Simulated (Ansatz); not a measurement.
# B2P3: the cost of one run

All numbers below are computed with Ansatz 0.2.0 (DFT PBE, scalar-relativistic, plane waves, PAW).

## 1. The structure to begin with

The cell holds 25 atoms (B10P15): a = 7.015 Å, b = 7.223 Å, c = 7.246 Å, α = 89.15°, β = 90.07°, γ = 88.87°.

It is the last frame of an earlier stage of the same melt, run at 2880 K.

Its coordinates follow in the input file.

## 2. Dynamics at 1600 K

One k point, a Fermi-Dirac width of 0.138 eV and a fixed cell.

The input, input.yaml:

```yaml
crystal:
  lattice:
    - [7.014152, 0.070138, -0.004867]
    - [0.070138, 7.222698, 0.053961]
    - [-0.004867, 0.053961, 7.245327]
  atoms:
    - { symbol: P, position: [0.2688851784, 0.8220492465, 0.7726382826] }
    - { symbol: P, position: [0.6923067181, 0.0408248404, 0.7244112547] }
    - { symbol: P, position: [0.572577843, 0.4746349011, 0.2602721656] }
    - { symbol: P, position: [0.2510051742, 0.1398026299, 0.8508154928] }
    - { symbol: P, position: [0.5195228401, 0.0457761167, 0.4681972503] }
    - { symbol: P, position: [0.8995989863, 0.869519978, 0.1123900509] }
    - { symbol: P, position: [0.9205795748, 0.334321681, 0.895129529] }
    - { symbol: P, position: [0.59112066, 0.7675663867, 0.5867533132] }
    - { symbol: P, position: [0.1594027618, 0.7507704053, 0.3936236786] }
    - { symbol: P, position: [0.967045201, 0.1570335788, 0.4878795279] }
    - { symbol: P, position: [0.4899256168, 0.9692515751, 0.1615934561] }
    - { symbol: P, position: [0.240637779, 0.3242955615, 0.3222506042] }
    - { symbol: P, position: [0.8935421409, 0.6891526968, 0.5711978546] }
    - { symbol: P, position: [0.4774251993, 0.4054914949, 0.9641698538] }
    - { symbol: P, position: [0.1563479444, 0.5087137785, 0.8555885679] }
    - { symbol: B, position: [0.6645946902, 0.9602126317, 0.9696503556] }
    - { symbol: B, position: [0.7102230642, 0.4861995969, 0.8263022824] }
    - { symbol: B, position: [0.7327255226, 0.3383238703, 0.4207969336] }
    - { symbol: B, position: [0.4649421273, 0.79716045, 0.9854508954] }
    - { symbol: B, position: [0.0904493901, 0.0037944879, 0.3154597957] }
    - { symbol: B, position: [0.9432925245, 0.6125684885, 0.0981975382] }
    - { symbol: B, position: [0.0513329893, 0.404990057, 0.1709076628] }
    - { symbol: B, position: [0.6869442789, 0.6597156451, 0.99303874] }
    - { symbol: B, position: [0.2187901585, 0.0906773391, 0.1317225693] }
    - { symbol: B, position: [0.835559154, 0.3900360111, 0.6262642063] }
  symmetry: { detect: false }
basis:
  ecutwfc: 420
  xc_grid: 1
kpoints:
  mp_grid: { grid: [1, 1, 1], shift: [0.25, 0.25, 0.25] }
hamiltonian:
  xc: pbe
scf:
  occupations: { method: fermi_dirac, width: 0.1379 }
  lower_state_search: "off"
  convergence: { dr2_threshold: 1.0e-05 }
output:
  forces: true
  stress: true
md:
  timestep: 1.5
  n_steps: 200
  ensemble: nvt_langevin
  friction: 0.015
  temperature: 1600.0
  initial_velocities: maxwell_boltzmann
  seed: 58819
```

Command:

```sh
> ansatz run input.yaml --threads 2 --pin off --max-ram 5120MiB --backend cpu --events-out ev --progress --plain --runs-dir out
```

Q: Estimate wall time and peak memory on 2 threads of Intel Xeon at 2.70GHz, shared host.

About 6.9 min, with a peak of 0.51 GiB.
